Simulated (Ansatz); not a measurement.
# C2H7AlO2: a ladder of functionals and wavefunction methods

How much do the methods differ for C2H7AlO2? The plan is to run it at one geometry with functionals of several rungs and with coupled cluster, and see how far each lands from CCSD(T) at the basis-set limit for the atomisation energy.

Computed with Ansatz 0.2.0, Gaussian basis. Level: functionals in def2-TZVPP, the program's frozen cores in correlated methods.

The runs, in order: LDA (SPW92), PBE-D4, revPBE-D4, BLYP-D4, r2SCAN-D4, B97M-V, PBE0-D4, B3LYP-D4, r2SCANh-D4, r2SCAN0-D4, HSE06-D4, BHLYP-D4, CAM-B3LYP-D4, LC-ωPBE, ωB97X-V, ωB97M-V, B2PLYP, PBE-QIDH; CCSD(T)/def2-SVP; CCSD(T)/def2-TZVPP; MP2/def2-QZVPP; extrapolation to the limit; RPA on PBE.

## Step 1: The geometry

The geometry comes from an earlier relaxation with PBE0-D4 in a triple-zeta def2 set; it is a stationary point, not always the lowest conformer.

SMILES `C[O][Al]([CH3])[OH]`, 12 atoms, charge 0, spin multiplicity 1.

Atoms are counted from 1 here; the program's logs count them from 0.

Bond lengths: C1–O2 1.395 Å, C1–H6 1.096 Å, C1–H7 1.098 Å, C1–H8 1.096 Å, O2–Al3 1.690 Å, Al3–C4 1.938 Å, Al3–O5 1.694 Å, C4–H9 1.094 Å, C4–H10 1.092 Å, C4–H11 1.094 Å, O5–H12 0.956 Å. Angles: O2–C1–H6 110.3°, O2–C1–H7 112.8°, O2–C1–H8 110.3°, H6–C1–H7 107.8°, H6–C1–H8 107.7°, H7–C1–H8 107.8°, C1–O2–Al3 134.5°, O2–Al3–C4 123.0°, O2–Al3–O5 117.2°, C4–Al3–O5 119.8°, Al3–C4–H9 111.4°, Al3–C4–H10 111.3°, Al3–C4–H11 111.3°, H9–C4–H10 107.9°, H9–C4–H11 106.8°, H10–C4–H11 107.9°, Al3–O5–H12 122.1°.

## Step 2: LDA

This LDA is Slater exchange with PW92 correlation.

The input, in.yaml:

```yaml
crystal:
  periodic: [false, false, false]
  atoms:
    - {symbol: C, position_ang: [-1.404712, -0.274329, 1.507092]}
    - {symbol: O, position_ang: [-0.217861, 0.396425, 1.210827]}
    - {symbol: Al, position_ang: [0.797433, 0.468388, -0.138708]}
    - {symbol: C, position_ang: [0.451393, -0.514733, -1.773049]}
    - {symbol: O, position_ang: [2.171028, 1.453755, -0.023370]}
    - {symbol: H, position_ang: [-2.196080, 0.442873, 1.751569]}
    - {symbol: H, position_ang: [-1.761403, -0.896017, 0.674912]}
    - {symbol: H, position_ang: [-1.266080, -0.926899, 2.376204]}
    - {symbol: H, position_ang: [-0.519753, -0.248570, -2.200514]}
    - {symbol: H, position_ang: [1.216675, -0.314595, -2.525862]}
    - {symbol: H, position_ang: [0.432118, -1.593459, -1.591853]}
    - {symbol: H, position_ang: [2.374242, 1.952061, 0.766652]}
basis:
  gaussian: {orbitals: def2-TZVPP}
hamiltonian: {xc: lda}
output: {orbitals: {seedname: orbitals}}
```

On the command line:

```
$ ansatz run in.yaml --threads 4 --pin off --events-out ev --progress --plain --max-ram 10444MiB
```

After this run come: PBE-D4 (GGA); revPBE-D4 (GGA); BLYP-D4 (GGA); r2SCAN-D4 (meta-GGA); B97M-V (meta-GGA); PBE0-D4 (hybrid); B3LYP-D4 (hybrid); r2SCANh-D4 (hybrid); r2SCAN0-D4 (hybrid); HSE06-D4 (hybrid); BHLYP-D4 (hybrid); CAM-B3LYP-D4 (range-separated); LC-ωPBE (range-separated); ωB97X-V (range-separated); ωB97M-V (range-separated); B2PLYP (double hybrid); PBE-QIDH (double hybrid); CCSD(T) in def2-SVP; CCSD(T) in def2-TZVPP; MP2 in def2-QZVPP; RPA on PBE orbitals.

Q: Predict the results of all the runs planned. Wanted: atomisation energy, CCSD(T)/CBS; farthest beyond LDA; mean size of error, GGA; mean size of error, meta-GGA; mean size of error, hybrid; mean size of error, range-separated; mean size of error, double hybrid; gap, smallest and largest; T1 diagnostic.

The runs gave:

```
                               quantity                                                        value
        atomisation energy, CCSD(T)/CBS                                              1106.0 kcal/mol
functionals within 5.5 kcal/mol (0.5 %)  r2SCAN-D4, B97M-V, B3LYP-D4, CAM-B3LYP-D4, ωB97X-V, ωB97M-V
                    farthest beyond LDA                                    BHLYP-D4 (-37.4 kcal/mol)
                mean size of error, GGA                                                11.5 kcal/mol
           mean size of error, meta-GGA                                                 1.7 kcal/mol
             mean size of error, hybrid                                                14.6 kcal/mol
    mean size of error, range-separated                                                 3.2 kcal/mol
      mean size of error, double hybrid                                                13.6 kcal/mol
              gap, smallest and largest                        5.57 eV (BLYP-D4), 12.88 eV (LC-ωPBE)
                          T1 diagnostic                                                       0.0117
triples share of the correlation energy                                                        3.5 %
```

What this shows: LDA overbinds by 145.3 kcal/mol (13 %). PBE-D4 misses by +10.2 kcal/mol. Double hybrids carry the basis error of their MP2 part in triple zeta, and no dispersion term here, so their miss is partly the set-up's. The rungs meta-GGA, range-separated miss on average by less than the doubt on the reference (5.5 kcal/mol), so they tie. Misses under about 5.5 kcal/mol are within the doubt on the reference itself, which lacks core-valence correlation, relativity and higher excitations. Hartree-Fock recovers 73 % of the binding; the rest is correlation. CCSD(T) in def2-SVP is off by -62.7 kcal/mol, which most functionals beat. The gap grows from 5.6 to 12.9 eV across the functionals, mostly with the share of exact exchange.
